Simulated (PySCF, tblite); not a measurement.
# C2H12N2OSi3: geometry, infrared bands and NMR shifts

What infrared bands and NMR shifts should C2H12N2OSi3 (`O[Si@@H]1CN[Si@H](C[SiH3])N1`) show?

The runs use tblite 0.8.0 and PySCF 2.14.0, with density-fitted response routines of our own; the level of theory stands in each step. All values are computed, except where a source is named. Atoms count from 0, in the outputs and in this text.

## Step 1: Starting geometry

20 atoms, charge 0, multiplicity 1; geometry from: force field or distance geometry start.

Bonds of the start (Å): O0–Si1 1.65, Si1–C2 1.88, C2–N3 1.46, N3–Si4 1.72, Si4–C5 1.82, C5–Si6 1.85, Si4–N7 1.70, N7–Si1 1.73, O0–H8 0.97, Si1–H9 1.47, C2–H10 1.10, C2–H11 1.10, N3–H12 1.04, Si4–H13 1.48, C5–H14 1.09, C5–H15 1.11, Si6–H16 1.49, Si6–H17 1.48, Si6–H18 1.48, N7–H19 1.01.

## Step 2: Optimising the geometry with GFN2-xTB

What the job is given:

```
{"job": {"kind": "relax", "xc": "GFN2-xTB", "basis": "xTB"}, "charge": 0, "multiplicity": 1}
O     -3.155500     0.457700     1.460800
Si    -2.197600     0.758100     0.150200
C     -2.124000    -0.607100    -1.144400
N     -0.756400    -1.117100    -1.031200
Si     0.362600    -0.014300    -0.319200
C      1.816100    -0.887300     0.341000
Si     3.119200     0.388000     0.645700
N     -0.630200     0.676600     0.879900
H     -2.720000    -0.048900     2.163800
H     -2.384900     2.118100    -0.365400
H     -2.297700    -0.192900    -2.151000
H     -2.870200    -1.398800    -0.965700
H     -0.785500    -1.925200    -0.383800
H      0.654800     1.016600    -1.344700
H      2.192300    -1.621500    -0.365700
H      1.575800    -1.425300     1.277100
H      4.320400    -0.258500     1.239200
H      2.660200     1.424600     1.601400
H      3.542100     1.044300    -0.607400
H     -0.326700     1.623600     1.072100
```

The run is started by

```sh
> OMP_NUM_THREADS=1 python probes_run.py task.json out
```

This one command runs all jobs of the session in turn.

**Question.** This job is followed by: GFN2-xTB harmonic vibrations, gas phase; GIAO PBE0/pcSseg-1 NMR shielding, non-relativistic, gas phase. What will the session give for the following? strongest single infrared mode (GFN2-xTB); zero-point energy (GFN2-xTB); 13C shifts against TMS (PBE0/pcSseg-1); 1H shifts against TMS (PBE0/pcSseg-1, means over atoms taken as alike); 17O shifts against H2O (PBE0/pcSseg-1); 29Si shifts against TMS (PBE0/pcSseg-1); 15N shifts against NH3 (PBE0/pcSseg-1); surface potential, 1st and 99th percentile.

As calculated:

```
                                                              quantity                                                             value
                             strongest single infrared mode (GFN2-xTB)                                              812 cm⁻¹, 505 km/mol
                                          zero-point energy (GFN2-xTB)                                                     88.4 kcal/mol
                                13C shifts against TMS (PBE0/pcSseg-1)                                                    33.0, -2.8 ppm
1H shifts against TMS (PBE0/pcSseg-1, means over atoms taken as alike)  5.45, 4.94, 3.94, 2.66, 2.59, 1.73, 0.94, 0.00, -0.15, -0.23 ppm
                                17O shifts against H2O (PBE0/pcSseg-1)                                                          53.9 ppm
                               29Si shifts against TMS (PBE0/pcSseg-1)                                           -11.1, -19.2, -79.3 ppm
                                15N shifts against NH3 (PBE0/pcSseg-1)                                                    46.5, 22.1 ppm
                                 surface potential, 1st and 99th percentile                                                -1.37 V and 1.84 V
```

What this shows: Relaxing lowered the energy by 0.853 eV in 166 steps; the close pair that moved most is Si4–C5, from 1.820 to 1.891 Å. All 54 modes are real, so the xTB geometry is a minimum. The strongest single mode, at 812 cm⁻¹, is spread over several atoms, Si6, C5, H16, H17 among them. Unscaled tight-binding wavenumbers are off by several per cent, some by more. Its intensities can rank the bands wrongly.
